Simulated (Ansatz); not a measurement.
**C₃H₆BN: small, medium and large basis sets**

Aim: see how fast density functionals converge with the basis set for C₃H₆BN.

Computed with Ansatz 0.2.0, Gaussian basis. Level: one geometry, several basis sets.

The runs, in order: PBE0-D4/def2-SVP; ωB97M-V/def2-SVP; PBE0-D4/def2-QZVPP; ωB97M-V/def2-QZVPP; the functionals' def2-TZVPP values are taken from earlier runs.

## (1) Structure used throughout

The geometry comes from an earlier relaxation with PBE0-D4 in a triple-zeta def2 set; it is a stationary point, not always the lowest conformer.

SMILES `C=C1CBN1`, 11 atoms, charge 0, spin multiplicity 1.

Atoms are counted from 1 here; the program's logs count them from 0.

Bond lengths: C1–C2 1.325 Å, C1–H6 1.082 Å, C1–H7 1.084 Å, C2–C3 1.522 Å, C2–N5 1.406 Å, C3–B4 1.598 Å, C3–H8 1.092 Å, C3–H9 1.092 Å, B4–N5 1.409 Å, B4–H10 1.191 Å, N5–H11 1.007 Å. Angles: C2–C1–H6 120.0°, C2–C1–H7 121.8°, H6–C1–H7 118.2°, C1–C2–C3 135.6°, C1–C2–N5 131.1°, C3–C2–N5 93.3°, C2–C3–B4 82.6°, C2–C3–H8 114.1°, C2–C3–H9 114.1°, B4–C3–H8 117.6°, B4–C3–H9 117.6°, H8–C3–H9 108.8°, C3–B4–N5 90.0°, C3–B4–H10 139.8°, N5–B4–H10 130.2°, C2–N5–B4 94.0°, C2–N5–H11 126.9°, B4–N5–H11 139.0°.

As a file:

```xyz
11
charge 0, multiplicity 1
C    -1.36217    1.13313    0.17090
C    -0.34593    0.29996    0.00054
C     0.45214   -0.63867    0.89387
B     1.23231   -0.93732   -0.46803
N     0.39813   -0.02690   -1.14695
H    -1.80888    1.24935    1.14895
H    -1.76916    1.71284   -0.64930
H    -0.13599   -1.44963    1.32802
H     1.00194   -0.13580    1.69191
H     2.13208   -1.60441   -0.87323
H     0.27084    0.34056   -2.07609
```

## (2) PBE0-D4 in def2-SVP

in.yaml

```yaml
crystal:
  periodic: [false, false, false]
  atoms:
    - {symbol: C, position_ang: [-1.362168, 1.133127, 0.170901]}
    - {symbol: C, position_ang: [-0.345935, 0.299956, 0.000537]}
    - {symbol: C, position_ang: [0.452135, -0.638674, 0.893873]}
    - {symbol: B, position_ang: [1.232314, -0.937322, -0.468030]}
    - {symbol: N, position_ang: [0.398131, -0.026902, -1.146945]}
    - {symbol: H, position_ang: [-1.808884, 1.249353, 1.148955]}
    - {symbol: H, position_ang: [-1.769164, 1.712843, -0.649299]}
    - {symbol: H, position_ang: [-0.135993, -1.449630, 1.328021]}
    - {symbol: H, position_ang: [1.001937, -0.135803, 1.691910]}
    - {symbol: H, position_ang: [2.132081, -1.604405, -0.873227]}
    - {symbol: H, position_ang: [0.270844, 0.340557, -2.076094]}
basis:
  gaussian: {orbitals: def2-SVP}
hamiltonian: {xc: pbe0, dispersion: d4}
output: {orbitals: {seedname: orbitals}}
```

Run with:

```console
ansatz run in.yaml --threads 2 --pin off --events-out ev --progress --plain --max-ram 4352MiB
```

After this run come: ωB97M-V in def2-SVP; PBE0-D4 in def2-QZVPP; ωB97M-V in def2-QZVPP.

Before running them: what should the planned runs give, taken together? Wanted: PBE0-D4: double and triple zeta above quadruple; ωB97M-V: double and triple zeta above quadruple.

**Answer**, as computed:

```
                                       quantity          value
PBE0-D4: double and triple zeta above quadruple  6.10, 0.30 eV
ωB97M-V: double and triple zeta above quadruple  6.35, 0.28 eV
```

In words: For PBE0-D4 the step from double to triple zeta gains 5.79 eV and the next only 0.30 eV. Total energies overstate the basis error of differences, where much of it tends to cancel. The LUMO of ωB97M-V is positive and keeps falling with the basis (2.09 to 1.44 eV): an unbound level that the basis holds in place.
